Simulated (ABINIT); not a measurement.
# TaWC2 (R-3m) in ABINIT: equation of state

How stiff is TaWC2 in PBEsol, and what volume does it want? The cell is scaled to several volumes.

Everything below comes from runs of ABINIT 10.8.3 (patched build). Logs are shortened: lines on timing, memory, paths and dates and some standing lists are left out, and cuts for length are marked. The log counts tension as positive stress, the text compression.

## (1) The structure

It takes space group R-3m (No. 166, trigonal). Conventional cell: a = 3.144 Å, b = 3.144 Å, c = 15.305 Å, α = 90.00°, β = 90.00°, γ = 120.00°. Around W (site symmetry -3m) lie 6 C at 2.21 Å. Around Ta (site symmetry -3m) lie 6 C at 2.23 Å. C (site symmetry 3m) has 3 W at 2.21 Å and 3 Ta at 2.23 Å as nearest neighbours.

The cell comes from a database or a generator and needn't be the stable form of this composition.

## (2) Equation of state, PBEsol

Contents of run.abi:

```
ndtset 7
getwfk -1
scalecart1 3*0.9795861087
scalecart2 3*0.9864848297
scalecart3 3*0.9932883884
scalecart4 3*1.0000000000
scalecart5 3*1.0066227096
scalecart6 3*1.0131594038
scalecart7 3*1.0196128224

pp_dirpath "./"
pseudos "W.GGA_PBE-JTH.xml, Ta.GGA_PBE-JTH.xml, C.GGA_PBE-JTH.xml"

acell 3*1.0
rprim
     2.9703757337     1.7149472294     9.6406639719
    -2.9703757337     1.7149472294     9.6406639719
     0.0000000000    -3.4298944590     9.6406639719
ntypat 3
znucl 74 73 6
natom 4
typat 1 2 3 3
xred
     0.0000000000     0.0000000000     0.0000000000
     0.5000000000     0.5000000000     0.5000000000
     0.2509330000     0.2509330000     0.2509330000
     0.7490670000     0.7490670000     0.7490670000

ecut 19.0
pawecutdg 38.0
pawxcdev 0

kptopt 1
ngkpt 10 10 10
nshiftk 1
shiftk 0.0 0.0 0.0

ixc -116133

nband 22
occopt 3
tsmear 0.00183747

nstep 100
tolvrs 1.0e-9

iomode 3
prtwf 1
prtden 0
prteig 0
prtebands 0
```

Potentials or basis: JTH PAW PBE v2.0.

Started as:

```sh
abinit run.abi > log 2>&1
```

run.abo:

```text
.Version 10.8.3 of ABINIT
 DATASET    1 : space group R-3 m (#166); Bravais hR (rhombohedral)
================================================================================
 Values of the parameters that define the memory need for DATASET  1.
     intxc =       0    ionmov =       0      iscf =      17    lmnmax =      18
     lnmax =       6     mgfft =      40  mpssoang =       3    mqgrid =    3001
     natom =       4  nloc_mem =       2    nspden =       1   nspinor =       1
    nsppol =       1      nsym =      12    n1xccc =       1    ntypat =       3
    occopt =       3   xclevel =       2
       mpw =        1108          nfft =       64000          nkpt =         116
 PAW method is used; the additional fine FFT grid is defined by:
   mgfftf=        60    nfftf =    216000
================================================================================
================================================================================
[... 71 lines left out ...]
 DATASET    7 : space group R-3 m (#166); Bravais hR (rhombohedral)
================================================================================
 Values of the parameters that define the memory need for DATASET  7.
     intxc =       0    ionmov =       0      iscf =      17    lmnmax =      18
     lnmax =       6     mgfft =      45  mpssoang =       3    mqgrid =    3001
     natom =       4  nloc_mem =       2    nspden =       1   nspinor =       1
    nsppol =       1      nsym =      12    n1xccc =       1    ntypat =       3
    occopt =       3   xclevel =       2
       mpw =        1256          nfft =       91125          nkpt =         116
 PAW method is used; the additional fine FFT grid is defined by:
   mgfftf=        60    nfftf =    216000
================================================================================
================================================================================

--------------------------------------------------------------------------------
------------- Echo of variables that govern the present computation ------------
--------------------------------------------------------------------------------
 -outvars: echo values of preprocessed input variables --------
            acell      1.0000000000E+00  1.0000000000E+00  1.0000000000E+00 Bohr
              amu      1.83850000E+02  1.80947900E+02  1.20110000E+01
             ecut      1.90000000E+01 Hartree
           getwfk          -1
                       outvar_i_n : Printing only first  50 k-points.
              ixc     -116133
           jdtset        1    2    3    4    5    6    7
                       outvar_i_n : Printing only first  50 k-points.
         kptrlatt       10    0    0      0   10    0      0    0   10
          kptrlen1     5.81947761E+01
          kptrlen2     5.86046120E+01
          kptrlen3     5.90087945E+01
          kptrlen4     5.94075147E+01
          kptrlen5     5.98009534E+01
          kptrlen6     6.01892821E+01
          kptrlen7     6.05726637E+01
            natom           4
            nband          22
           ndtset           7
            ngfft1         40      40      40
            ngfft2         40      40      40
            ngfft3         40      40      40
            ngfft4         45      45      45
            ngfft5         45      45      45
            ngfft6         45      45      45
            ngfft7         45      45      45
          ngfftdg          60      60      60
             nkpt         116
            nstep         100
             nsym          12
           ntypat           3
                       prtocc : prtvol=0, do not print more k-points.
           occopt           3
        pawecutdg      3.80000000E+01 Hartree
         pawxcdev           0
           prtden           0
        prtebands           0
           prteig           0
            rprim1     2.9097388064E+00  1.6799384831E+00  9.4438605055E+00
                      -2.9097388064E+00  1.6799384831E+00  9.4438605055E+00
                       0.0000000000E+00 -3.3598769663E+00  9.4438605055E+00
            rprim2     2.9302305998E+00  1.6917694255E+00  9.5103687565E+00
                      -2.9302305998E+00  1.6917694255E+00  9.5103687565E+00
[... 25 lines left out ...]
                      -6.4544237798E-17 -7.7659234290E-11  1.1230332523E+01
           xangst2     0.0000000000E+00  0.0000000000E+00  0.0000000000E+00
                       0.0000000000E+00 -5.2202497183E-11  7.5490056147E+00
                      -4.5219569165E-18 -2.6198669659E-11  3.7885892518E+00
                       3.1847700471E-17 -7.8206365348E-11  1.1309421978E+01
           xangst3     0.0000000000E+00  0.0000000000E+00  0.0000000000E+00
                       3.0831080931E-17 -5.2562637578E-11  7.6010693680E+00
                      -3.5104158189E-18 -2.6379327789E-11  3.8147182795E+00
                      -2.5941086488E-16 -7.8745953848E-11  1.1387420457E+01
           xangst4     0.0000000000E+00  0.0000000000E+00  0.0000000000E+00
                       0.0000000000E+00 -5.2917809440E-11  7.6524295027E+00
                      -2.1082012596E-17 -2.6557621202E-11  3.8404941848E+00
                       2.8458891824E-16 -7.9277938927E-11  1.1464364821E+01
           xangst5     0.0000000000E+00  0.0000000000E+00  0.0000000000E+00
[... 24 lines left out ...]
                       0.0000000000E+00 -1.0000016702E-10  1.4460995958E+01
                      -3.9839229989E-17 -5.0186630628E-11  7.2574821974E+00
                       5.3779511394E-16 -1.4981359240E-10  2.1664509718E+01
            xcart5     0.0000000000E+00  0.0000000000E+00  0.0000000000E+00
                       0.0000000000E+00 -1.0066214529E-10  1.4556766935E+01
                       2.1121355310E-16 -5.0518774408E-11  7.3055463944E+00
                       1.2074842366E-16 -1.5080488042E-10  2.1807987475E+01
            xcart6     0.0000000000E+00  0.0000000000E+00  0.0000000000E+00
                       0.0000000000E+00 -1.0131623041E-10  1.4651294043E+01
                       4.6646893447E-17 -5.0846949630E-11  7.3529863362E+00
                      -4.3575031556E-16 -1.5178471043E-10  2.1949601750E+01
            xcart7     0.0000000000E+00  0.0000000000E+00  0.0000000000E+00
                       0.0000000000E+00 -1.0196110622E-10  1.4744616903E+01
                       4.2765213188E-17 -5.1170769855E-11  7.3998219068E+00
                      -2.0770920580E-16 -1.5275130366E-10  2.2089411900E+01
             xred      0.0000000000E+00  0.0000000000E+00  0.0000000000E+00
                       5.0000000000E-01  5.0000000000E-01  5.0000000000E-01
                       2.5093300000E-01  2.5093300000E-01  2.5093300000E-01
                       7.4906700000E-01  7.4906700000E-01  7.4906700000E-01
            znucl       74.00000   73.00000    6.00000

================================================================================

 chkinp: Checking input parameters for consistency, jdtset=   1.

 chkinp: Checking input parameters for consistency, jdtset=   2.
[... 36 lines left out ...]
 getcut: wavevector=  0.0000  0.0000  0.0000  ngfft=  60  60  60
         ecut(hartree)=     38.000   => boxcut(ratio)=   2.15709

--- Pseudopotential description ------------------------------------------------
- pspini: atom type   1  psp file is ./W.GGA_PBE-JTH.xml
 Pseudopotential format is: paw10
 basis_size (lnmax)=  6 (lmn_size= 18), orbitals=   0   0   1   1   2   2
 Spheres core radius: rc_sph= 2.41188978
 Shapefunction is BESSEL type: shapef(r,l)=aa(1,l)*jl(q(1,l)*r)+aa(2,l)*jl(q(2,l)*r)
 Radius for shape functions =  2.10354610
 Compensation charge density is not taken into account in XC energy/potential

- pspini: atom type   2  psp file is ./Ta.GGA_PBE-JTH.xml
 Pseudopotential format is: paw10
 basis_size (lnmax)=  6 (lmn_size= 18), orbitals=   0   0   1   1   2   2
 Spheres core radius: rc_sph= 2.41973345
 Shapefunction is SIN type: shapef(r)=[sin(pi*r/rshp)/(pi*r/rshp)]**2
 Radius for shape functions =  2.11065461
 Compensation charge density is not taken into account in XC energy/potential

- pspini: atom type   3  psp file is ./C.GGA_PBE-JTH.xml
 Pseudopotential format is: paw10
 basis_size (lnmax)=  4 (lmn_size=  8), orbitals=   0   0   1   1
 Spheres core radius: rc_sph= 1.50736703
 Shapefunction is SIN type: shapef(r)=[sin(pi*r/rshp)/(pi*r/rshp)]**2
 Radius for shape functions =  1.30052589
 Compensation charge density is not taken into account in XC energy/potential

   4.64555746E+03                                ecore*ucvol(ha*bohr**3)
--------------------------------------------------------------------------------

================================================================================

--- !BeginCycle
iteration_state: {dtset: 1, }
solver: {iscf: 17, nstep: 100, nline: 4, wfoptalg: 10, }
tolerances: {tolvrs: 1.00E-09, }
...
[... 1346 lines left out ...]
-Cartesian components of stress tensor (GPa)         [Pressure= -2.6814E+01 GPa]
- sigma(1 1)=  2.68453549E+01  sigma(3 2)=  9.87359451E-09
- sigma(2 2)=  2.68453549E+01  sigma(3 1)=  0.00000000E+00
- sigma(3 3)=  2.67499537E+01  sigma(2 1)=  0.00000000E+00

== END DATASET(S) ==============================================================
================================================================================

 -outvars: echo values of variables after computation  --------
            acell      1.0000000000E+00  1.0000000000E+00  1.0000000000E+00 Bohr
           etotal1    -1.3961582543E+02
           etotal2    -1.3961754696E+02
           etotal3    -1.3961766567E+02
           etotal4    -1.3961634446E+02
           etotal5    -1.3961371570E+02
           etotal6    -1.3960992569E+02
           etotal7    -1.3960510202E+02
            fcart1    -0.0000000000E+00 -0.0000000000E+00 -0.0000000000E+00
                      -0.0000000000E+00 -0.0000000000E+00 -0.0000000000E+00
                       1.0976336980E-19 -7.8920172018E-21  1.5423793966E-03
                      -1.0976336980E-19  7.8920172018E-21 -1.5423793966E-03
            fcart2    -1.0842021725E-19  1.9386938513E-19 -0.0000000000E+00
                      -1.0842021725E-19  1.9386938513E-19 -0.0000000000E+00
                       2.4860512904E-19 -4.8063347240E-19  1.4834557355E-03
                      -3.1764694542E-20  9.2894702145E-20 -1.4834557355E-03
            fcart3    -0.0000000000E+00 -0.0000000000E+00 -0.0000000000E+00
                      -0.0000000000E+00 -0.0000000000E+00 -0.0000000000E+00
[... 66 lines left out ...]
                       0.0000000000E+00 -5.2917809440E-11  7.6524295027E+00
                      -2.1082012596E-17 -2.6557621202E-11  3.8404941848E+00
                       2.8458891824E-16 -7.9277938927E-11  1.1464364821E+01
           xangst5     0.0000000000E+00  0.0000000000E+00  0.0000000000E+00
                       0.0000000000E+00 -5.3268113250E-11  7.7031093210E+00
                       1.1176939886E-16 -2.6733384121E-11  3.8659286625E+00
                       6.3897314007E-17 -7.9802505955E-11  1.1540289979E+01
           xangst6     0.0000000000E+00  0.0000000000E+00  0.0000000000E+00
                       0.0000000000E+00 -5.3614240190E-11  7.7531309125E+00
                       2.4684472955E-17 -2.6907046970E-11  3.8910327986E+00
                      -2.3058913648E-16 -8.0321009671E-11  1.1615229027E+01
           xangst7     0.0000000000E+00  0.0000000000E+00  0.0000000000E+00
                       0.0000000000E+00 -5.3955493776E-11  7.8025152434E+00
                       2.2630376223E-17 -2.7078405253E-11  3.9158171152E+00
                      -1.0991497813E-16 -8.0832508777E-11  1.1689213372E+01
             xred      0.0000000000E+00  0.0000000000E+00  0.0000000000E+00
                       5.0000000000E-01  5.0000000000E-01  5.0000000000E-01
                       2.5093300000E-01  2.5093300000E-01  2.5093300000E-01
                       7.4906700000E-01  7.4906700000E-01  7.4906700000E-01
 Calculation completed.
```

It took 16 min on 1 thread of Intel Xeon 6975P-C (Granite Rapids), shared host; peak memory 0.3 GiB.

What came out:

* Equilibrium volume: 10.60 Å³/atom
* Bulk modulus at fixed shape and positions: 366 GPa
* Pressure derivative of the bulk modulus: 4.3

Energy against volume, from the lowest point:
```tsv
volume (Å³/atom)	energy (meV/atom)
10.261	12.52
10.479	0.81
10.698	0.00
10.916	8.99
11.134	26.87
11.353	52.65
11.571	85.47
```

Caveat: pressures at fixed basis lie under the slope of the energies; the highest band is partly filled, so the run has too few bands; the cell was scaled at fixed shape and fractional positions, which overstates the stiffness of a crystal with free parameters, most of all of layers and chains; the PAW data sets were made with another functional, which shifts forces and pressure a little. Spin-orbit coupling is left out, which matters for the levels of Ta, W.
